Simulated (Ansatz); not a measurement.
# FeGe: the cost of one run

Method: DFT PBE, scalar-relativistic, plane waves, PAW, in Ansatz 0.2.0.

### 1 The system as given

It takes space group P2_13 (No. 198, cubic). Conventional cell: a = 4.689 Å, b = 4.689 Å, c = 4.689 Å, α = 90.00°, β = 90.00°, γ = 90.00°. Fe (site symmetry 3) has 7 Ge at 2.38 to 2.64 Å as nearest neighbours. Around Ge (site symmetry 3) lie 7 Fe at 2.38 to 2.64 Å.

As a file:

```xyz
8
Lattice="4.6890 0.0000 0.0000 0.0000 4.6890 0.0000 0.0000 0.0000 4.6890" Properties=species:S:1:pos:R:3 pbc="T T T"
Fe    0.6330    0.6330    0.6330
Fe    1.7115    4.0560    2.9775
Fe    2.9775    1.7115    4.0560
Fe    4.0560    2.9775    1.7115
Ge    3.9481    3.9481    3.9481
Ge    3.0854    0.7409    1.6036
Ge    1.6036    3.0854    0.7409
Ge    0.7409    1.6036    3.0854
```

The moments start at Fe 2.50 μB.

### 2 Relaxing cell and atoms

File input.yaml:

```yaml
crystal:
  lattice:
    - [4.689, 0.0, 0.0]
    - [0.0, 4.689, 0.0]
    - [0.0, 0.0, 4.689]
  atoms:
    - { symbol: Fe, position: [0.135, 0.135, 0.135], spin: 2.5 }
    - { symbol: Fe, position: [0.365, 0.865, 0.635], spin: 2.5 }
    - { symbol: Fe, position: [0.635, 0.365, 0.865], spin: 2.5 }
    - { symbol: Fe, position: [0.865, 0.635, 0.365], spin: 2.5 }
    - { symbol: Ge, position: [0.842, 0.842, 0.842] }
    - { symbol: Ge, position: [0.658, 0.158, 0.342] }
    - { symbol: Ge, position: [0.342, 0.658, 0.158] }
    - { symbol: Ge, position: [0.158, 0.342, 0.658] }
basis:
  ecutwfc: 420
  ecutrho_ratio: 4
kpoints:
  mp_grid: { grid: [8, 8, 8] }
hamiltonian:
  xc: pbe
scf:
  occupations: { method: gaussian, width: 0.05 }
output:
  forces: true
  stress: true
  eigenvalues: true
  populations: true
magnetization:
  spin_polarized: true
relax:
  f_tol: 0.01
  max_steps: 60
  cell: { stress_tol: 0.04 }
```

On the command line:

```bash
$ ansatz run input.yaml --threads 4 --pin off --max-ram 10240MiB --backend cpu --events-out ev --progress --plain --runs-dir out
```

Q: Estimate wall time and peak memory on 4 threads of Intel Xeon 6975P-C (Granite Rapids), shared host.

About 44 s, with a peak of 0.91 GiB.
